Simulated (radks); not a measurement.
**Ge²⁺ in [Ar] 3d8 4s2 4p2: an all-electron calculation**

The task here is to estimate one member of a computed series from the others.

Method: Dirac Kohn-Sham, PBE, spin-unpolarised, spherical densities, finite nucleus; open shells fill j = l - 1/2 first. Code: radks (a radial shooting solver on a logarithmic mesh, Libxc functionals) version 1.

## The atom as given

| Quantity | Value |
| --- | --- |
| element | germanium (Z = 32) |
| charge | +2 |
| electrons | 30 |
| configuration | [Ar] 3d8 4s2 4p2 |
| nuclear rms radius | 4.0742 fm |

The first run:

Input:

```text
Z 32
configuration [Ar] 3d8 4s2 4p2 5s0 4d0
relativity Dirac
functional pbe,pbe
spin unpolarised
j_filling energy
nucleus finite rms 4.0742 fm
c 137.035999084
```

Steps of the session up to this table: Self-consistent calculation.

One of the session's tables, all rows but one given; the rest of the session is left out.

It belongs to the step «Radial structure». Radial moments (bohr):

```
level      <r>  outermost maximum (interpolated)  90 % within  nodes
1s1/2  0.04700                            0.0307       0.0840      0
2s1/2   0.2098                             0.176        0.325      1
2p1/2   0.1813                             0.139        0.297      0
2p3/2   0.1849                             0.142        0.302      0
3s1/2        ?                                 ?            ?      ?
3p1/2   0.6249                             0.533        0.955      1
3p3/2   0.6347                             0.541        0.970      1
3d3/2   0.6700                             0.488         1.11      0
3d5/2   0.6737                             0.491         1.11      0
4s1/2    1.774                              1.56         2.60      3
4p1/2    2.048                              1.76         3.05      2
4p3/2    2.075                              1.78         3.09      2
5s1/2    4.235                              3.95         6.04      4
4d3/2    3.153                              2.61         4.80      1
4d5/2    3.163                              2.62         4.82      1
```

**Question.** Estimate the row for 3s1/2.

**Answer.** <r>: 0.6143; outermost maximum (interpolated): 0.539; 90 % within: 0.915; nodes: 2. In the column «<r>» it lies between 2s1/2 (0.2098) and 3p1/2 (0.6249).
